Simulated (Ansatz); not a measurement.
**Cadmium, diamond: r²SCAN0 at the r²SCAN geometry**

Aim: see what exact exchange does to the levels, and what it costs. Spin polarisation is left out. The geometry was relaxed under r²SCAN beforehand and is kept. Exact exchange is dear, so the k-mesh is coarse, and r²SCAN is run on the same mesh for comparison.

Computed with Ansatz 0.2.0 (DFT, plane waves (500 eV) with PBE-made PAW files, scalar-relativistic; functionals as named at each step, unless a step says otherwise).

It takes space group Fd-3m (No. 227, cubic). The conventional cell has a = 6.507 Å, b = 6.507 Å, c = 6.507 Å, α = 90.00°, β = 90.00°, γ = 90.00°. Around Cd (site symmetry -43m) lie 4 Cd at 2.82 Å.

Structure file:

```cif
data_structure
_symmetry_space_group_name_H-M 'Fd-3m:1'
_symmetry_Int_Tables_number 227
_cell_length_a 6.5072
_cell_length_b 6.5072
_cell_length_c 6.5072
_cell_angle_alpha 90.000
_cell_angle_beta 90.000
_cell_angle_gamma 90.000
_cell_volume 275.54
loop_
_atom_site_label
_atom_site_type_symbol
_atom_site_symmetry_multiplicity
_atom_site_Wyckoff_symbol
_atom_site_fract_x
_atom_site_fract_y
_atom_site_fract_z
_atom_site_occupancy
Cd1 Cd 8 b 0.75000 0.75000 0.75000 1
```

```
                             quantity                         value
                          r²SCAN: gap  none (levels filled in part)
                         r²SCAN0: gap  none (levels filled in part)
  r²SCAN0: SCF cycles, exchange loops                         17, 2
r²SCAN0: CPU time over that of r²SCAN                             8
             r²SCAN0: relative to hcp                 +513 meV/atom
```

In words: Neither r²SCAN nor r²SCAN0 shows a clean gap on this mesh. The hybrid took 8 times as much CPU time as r²SCAN on the same settings. r²SCAN0 needed 2 outer loops of the exchange operator. To compare with dense-mesh energies, the change of r²SCAN from this mesh and smearing to its dense run (-59.8 meV/atom, from a run not shown) is added. Under r²SCAN0 it lies 513 meV/atom above hcp (computed apart in the same way); on such meshes a few tens of meV are uncertain for metals. The total energies in the logs cannot be compared from one functional to another.

Which input would start the first run of this session?

One input that does so (others would too):

The run with r²SCAN.

input.yaml reads:

```yaml
crystal:
  lattice:
    - [0.0, 3.253607056, 3.253607056]
    - [3.253607056, 0.0, 3.253607056]
    - [3.253607056, 3.253607056, 0.0]
  atoms:
    - { symbol: Cd, position: [0.125, 0.125, 0.125] }
    - { symbol: Cd, position: [0.875, 0.875, 0.875] }
hamiltonian:
  xc: r2scan
  pseudopotentials:
    kind: paw
    azcp:
      Cd: "pseudopotentials/Cd.paw.azcp"
basis:
  ecutwfc: 500
  fft_grid_basis: typed
kpoints:
  mp_grid: { grid: [4, 4, 4], shift: [0, 0, 0] }
magnetization:
  spin_polarized: false
scf:
  occupations: { method: fermi_dirac, width: 0.1 }
```

The run is started by

```
ansatz run input.yaml --threads 4 --pin off --max-ram 8192MiB --backend cpu --events-out ev --progress --plain --runs-dir out
```
